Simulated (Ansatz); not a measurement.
# Ca2ZrN3: the cost of one run

Method: DFT PBE, scalar-relativistic, plane waves, PAW, in Ansatz 0.2.0.

## Step 1: The system as given

Symmetry: P4/mmm, No. 123, tetragonal system. The conventional cell has a = 3.176 Å, b = 3.176 Å, c = 11.820 Å, α = 90.00°, β = 90.00°, γ = 90.00°. Ca (site symmetry 4mm) is surrounded by 4 Zr at 2.73 Å and 5 Ca at 3.12 to 3.18 Å and 4 N at 3.29 Å. Zr (site symmetry 4/mmm) has 8 Ca at 2.73 Å as nearest neighbours. Around N (site symmetry 4mm) lie 8 N at 2.97 to 3.18 Å and 4 Ca at 3.29 Å. Around N (site symmetry 4/mmm) lie 12 N at 2.97 to 3.18 Å.

As a file:

```
CELL_PARAMETERS angstrom
3.17649 0.00000 0.00000
0.00000 3.17649 0.00000
0.00000 0.00000 11.82033
ATOMIC_POSITIONS crystal
Ca 0.50000 0.50000 0.86814
Ca 0.50000 0.50000 0.13186
Zr 0.00000 0.00000 0.00000
N 0.00000 0.00000 0.66477
N 0.00000 0.00000 0.33523
N 0.50000 0.50000 0.50000
```

Recipe of the guess: species swapped into a database cell of Er2Mg3Ru (P4/mmm, No. 123), with Ca on the Er sites, N on the Mg sites and Zr on the Ru sites. The dimensions are guesses.

## Step 2: Probe: one point on a coarse mesh

input.yaml

```yaml
crystal:
  lattice:
    - [3.17648503, 0.0, 0.0]
    - [0.0, 3.17648503, 0.0]
    - [0.0, 0.0, 11.82033474]
  atoms:
    - { symbol: Ca, position: [0.5, 0.5, 0.868141] }
    - { symbol: Ca, position: [0.5, 0.5, 0.131859] }
    - { symbol: Zr, position: [0.0, 0.0, 0.0] }
    - { symbol: "N", position: [0.0, 0.0, 0.66476798] }
    - { symbol: "N", position: [0.0, 0.0, 0.33523202] }
    - { symbol: "N", position: [0.5, 0.5, 0.5] }
basis:
  ecutwfc: 420
kpoints:
  mp_grid: { grid: [6, 6, 2] }
hamiltonian:
  xc: pbe
scf:
  occupations: { method: gaussian, width: 0.1 }
  lower_state_search: "off"
output:
  forces: true
  stress: true
  eigenvalues: true
```

On the command line:

```bash
> ansatz run input.yaml --threads 1 --pin off --max-ram 2560MiB --backend cpu --events-out ev --progress --plain --runs-dir out
```

Q: Estimate wall time and peak memory on 1 thread of Intel Xeon Platinum 8488C (Sapphire Rapids), shared host.

About 3 s, with a peak of 0.45 GiB.
